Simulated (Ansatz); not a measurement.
# TiO: an axial (c/a) deformation path

One table from this session's results is given with a row withheld; the runs are named, their logs left out.

Method: DFT r2SCAN, scalar-relativistic, plane waves, PAW, in Ansatz 0.2.0.

2 further runs of the same task are left out: 2 set aside as unsound or not needed.

## Starting point

Symmetry: P-62m, No. 189, hexagonal system. Conventional cell: a = 4.980 Å, b = 4.980 Å, c = 2.865 Å, α = 90.00°, β = 90.00°, γ = 120.00°. Around Ti (site symmetry -6) lie 6 O at 2.10 Å. Ti (site symmetry -62m) is surrounded by 3 O at 1.96 Å. O (site symmetry m2m) is surrounded by 5 Ti at 1.96 to 2.10 Å.

Structure file:

```
CELL_PARAMETERS angstrom
4.98012 0.00000 0.00000
-2.49006 4.31291 0.00000
0.00000 0.00000 2.86542
ATOMIC_POSITIONS crystal
Ti 0.66667 0.33333 0.50000
Ti 0.33333 0.66667 0.50000
Ti 0.00000 0.00000 0.00000
O 0.60577 0.60577 0.00000
O 0.39423 0.00000 0.00000
O 0.00000 0.39423 0.00000
```

It goes back to an entry of the Materials Project, which need not be the stable form.

This cell was relaxed beforehand with the same method: volume 10.26 Å³/atom, gap on the mesh none (metal).

Set-up of the first run:

File input.yaml:

```yaml
crystal:
  lattice:
    - [4.9801152658, 0.0, 0.0]
    - [-2.4900576329, 4.312906334, 0.0]
    - [0.0, 0.0, 2.8654226597]
  atoms:
    - { symbol: Ti, position: [0.6666666667, 0.3333333333, 0.5] }
    - { symbol: Ti, position: [0.3333333333, 0.6666666667, 0.5] }
    - { symbol: Ti, position: [0.0, 0.0, 0.0] }
    - { symbol: O, position: [0.6057670848, 0.6057670848, 0.0] }
    - { symbol: O, position: [0.3942329152, 0.0, 0.0] }
    - { symbol: O, position: [0.0, 0.3942329152, 0.0] }
basis:
  ecutwfc: 500
kpoints:
  mp_grid: { grid: [12, 12, 18] }
hamiltonian:
  xc: r2scan
scf:
  occupations: { method: gaussian, width: 0.15 }
output:
  forces: true
  stress: true
  eigenvalues: true
  write_density: true
  write_potential: true
  elf: true
  volumetric_format: npy
```

Run with:

```sh
ansatz run input.yaml --threads 1 --pin off --max-ram 2560MiB --backend cpu --events-out ev --progress --plain --runs-dir out
```

Among the steps run: The undisturbed cell; Point ρ = 0.850; At ρ = 1.200; Point ρ = 0.920; Point ρ = 1.100; ρ = 0.960.

One of the session's tables, all rows but one given; the rest of the session is left out.

Collected from the runs (energy zero: the undisturbed cell):

| ρ | ΔE (meV/atom) | pressure (GPa) |
| --- | --- | --- |
| 0.850 | 184.6 | 3.3 |
| 0.920 | 47.2 | 0.7 |
| 0.960 | 11.1 | 0.1 |
| 1.000 | 0.0 | 0.0 |
| 1.100 | ? | ? |
| 1.200 | 199.2 | 4.8 |

**Question.** Estimate the row for ρ = 1.100.

Worked estimate for «ΔE (meV/atom)». A straight line through the neighbours (1.000, 0.0) and (1.200, 199.2) gives 0.0 + (199.2 − 0.0) × (1.100 − 1.000) / (1.200 − 1.000) = 99.6; a parabola fitted to 3 rows on both sides gives 46.5.

**Answer.** ΔE (meV/atom): 52.9; pressure (GPa): 1.4. In «ΔE (meV/atom)» the line misses by +46.7 and the parabola by -6.4.

Limits of these values: Spin polarisation is off in the runs that give these values; a magnetic solution could lie lower.
